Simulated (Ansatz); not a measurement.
**BGeH3O2: small, medium and large basis sets**

Aim: see how fast density functionals converge with the basis set for BGeH3O2.

Program: Ansatz 0.2.0, Gaussian basis. Level of theory: one geometry, several basis sets. These are calculated values, not measurements.

The runs, in order: PBE0-D4/def2-SVP; ωB97M-V/def2-SVP; PBE0-D4/def2-QZVPP; ωB97M-V/def2-QZVPP; the functionals' def2-TZVPP values are taken from earlier runs.

### Step 1. The relaxed structure

The geometry comes from an earlier relaxation with PBE0-D4 in a triple-zeta def2 set; it is a stationary point, not always the lowest conformer.

7 atoms, charge 0, spin multiplicity 1.

Atoms are counted from 1 here; the program's logs count them from 0.

Bond lengths: O1–Ge2 1.774 Å, O1–H5 0.961 Å, Ge2–B3 2.048 Å, Ge2–O4 2.062 Å, Ge2–H6 1.546 Å, B3–O4 1.281 Å, B3–H7 1.189 Å. Angles: Ge2–O1–H5 113.2°, O1–Ge2–B3 115.8°, O1–Ge2–O4 105.2°, O1–Ge2–H6 106.5°, B3–Ge2–O4 36.3°, B3–Ge2–H6 122.8°, O4–Ge2–H6 97.8°, Ge2–B3–O4 72.5°, Ge2–B3–H7 144.8°, O4–B3–H7 142.7°, Ge2–O4–B3 71.2°.

### Step 2. PBE0-D4 in def2-SVP

in.yaml

```yaml
crystal:
  periodic: [false, false, false]
  atoms:
    - {symbol: O, position_ang: [-1.032902, 0.637421, -1.356364]}
    - {symbol: Ge, position_ang: [0.139805, 0.694859, -0.026596]}
    - {symbol: B, position_ang: [1.175013, -1.036666, 0.324411]}
    - {symbol: O, position_ang: [0.025213, -1.156101, 0.875340]}
    - {symbol: H, position_ang: [-1.920478, 0.889968, -1.089832]}
    - {symbol: H, position_ang: [-0.518100, 1.520508, 1.103370]}
    - {symbol: H, position_ang: [2.192648, -1.617991, 0.123971]}
basis:
  gaussian: {orbitals: def2-SVP}
hamiltonian: {xc: pbe0, dispersion: d4}
output: {orbitals: {seedname: orbitals}}
```

Further steps of the session: ωB97M-V in def2-SVP; PBE0-D4 in def2-QZVPP; ωB97M-V in def2-QZVPP.

**Question.** What will the summary of the whole plan be? Wanted: PBE0-D4: double and triple zeta above quadruple; ωB97M-V: double and triple zeta above quadruple.

As calculated:

```
                                       quantity           value
PBE0-D4: double and triple zeta above quadruple  14.54, 1.51 eV
ωB97M-V: double and triple zeta above quadruple  14.61, 1.46 eV
```

What this shows: PBE0-D4 gains 13.02 eV from double to triple zeta, then 1.51 eV more. These are total energies; as a rule much of such shifts cancels in differences, which this series doesn't test.
